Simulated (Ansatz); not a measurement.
**MoPd: equation of state with PBE**

MoPd:

```
CELL_PARAMETERS angstrom
2.79390 0.00000 0.00000
-1.39695 2.41958 0.00000
0.00000 0.00000 4.56637
ATOMIC_POSITIONS crystal
Pd 0.33333 0.66667 0.00000
Mo 0.66667 0.33333 0.50000
```

The cell comes from a database or a generator and needn't be the stable form of this composition.

```yaml
Program: Ansatz 0.2.0
Task: equation of state
Functional: PBE
Potentials_or_basis: all-electron LAPW, scalar-relativistic
Basis_error_allowed: 0.0005 eV/atom
k_mesh: 11 × 11 × 6
Occupations: fermi-dirac, width 0.05 eV
Spin: no spin polarisation
```

The equilibrium volume is 15.30 Å³/atom, the bulk modulus at fixed shape and positions is 225 GPa and the pressure derivative of the bulk modulus is 4.8.

Energy against volume, from the lowest point:
| volume (Å³/atom) | energy (meV/atom) |
| --- | --- |
| 14.508 | 31.06 |
| 14.817 | 10.56 |
| 15.126 | 0.59 |
| 15.434 | 0.00 |
| 15.743 | 7.75 |
| 16.052 | 22.92 |
| 16.361 | 44.67 |

All runs of the series together: 11 min on 1 thread of Arm Neoverse N1, on a shared host.

Caveat: the cell was scaled at fixed shape and fractional positions, which overstates the stiffness of a crystal with free parameters, most of all of layers and chains.
